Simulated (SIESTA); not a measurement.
Runs of SIESTA 5.4.2 on Rh. The cell holds a slab with vacuum, 6 atoms: a = 2.689 Å, b = 2.689 Å, c = 25.979 Å, α = 90.00°, β = 90.00°, γ = 120.00°. The slab is cut from a database's or a generator's crystal, which needn't be the stable form of the element.

```tsv
task	level	potentials or basis	spin	cell	k mesh	optimiser	force tolerance	fixed	energy shift	gap on the mesh (eV)	largest force (eV/Å)	work function (eV)
relaxation of the atoms	PW91	PseudoDojo 0.4 standard (PBE files), TZP (energy shift 0.02 Ry)	off	atoms relaxed	8 × 8 × 1	Broyden	0.02 eV/Å	[0, 1, 2]	0.02 Ry	none	0.28	4.55
band structure	PBE	PseudoDojo 0.4 standard (PBE files, fully relativistic), DZP (energy shift 0.003 Ry; two zetas on semicore shells)	non-collinear, zero start, SOC	as given	11 × 11 × 1	-	-	-	0.003 Ry	none	0.21	-
band structure	PBE	PseudoDojo 0.4 standard (PBE files), DZP (energy shift 0.003 Ry; two zetas on semicore shells)	off	as given	11 × 11 × 1	-	-	-	0.003 Ry	none	0.22	-
relaxation of the atoms	PW91	PseudoDojo 0.4 standard (PBE files), TZP (energy shift 0.02 Ry)	off	atoms relaxed	8 × 8 × 1	-	0.02 eV/Å	[0, 1, 2]	0.02 Ry	none	-	-
single point	PBE	PseudoDojo 0.4 standard (PBE files), DZP (energy shift 0.003 Ry; two zetas on semicore shells)	off	as given	11 × 11 × 1	-	-	-	0.003 Ry	none	0.22	(a)
```

Alike in all rows: smearing fermi-dirac 0.05 eV; grid cutoff 800 Ry.

Question: Estimate the missing entries.

Answer: (a) 5.25.

Caveats: the basis of atomic orbitals isn't converged, which shifts pressures, moduli and gaps; the potentials were made for another functional, which shifts forces and pressure (some runs).

A k mesh can miss the band edges, and rows without SOC leave out spin-orbit coupling on Rh.

A gap of «none» marks a metal or a gap under the smearing width.
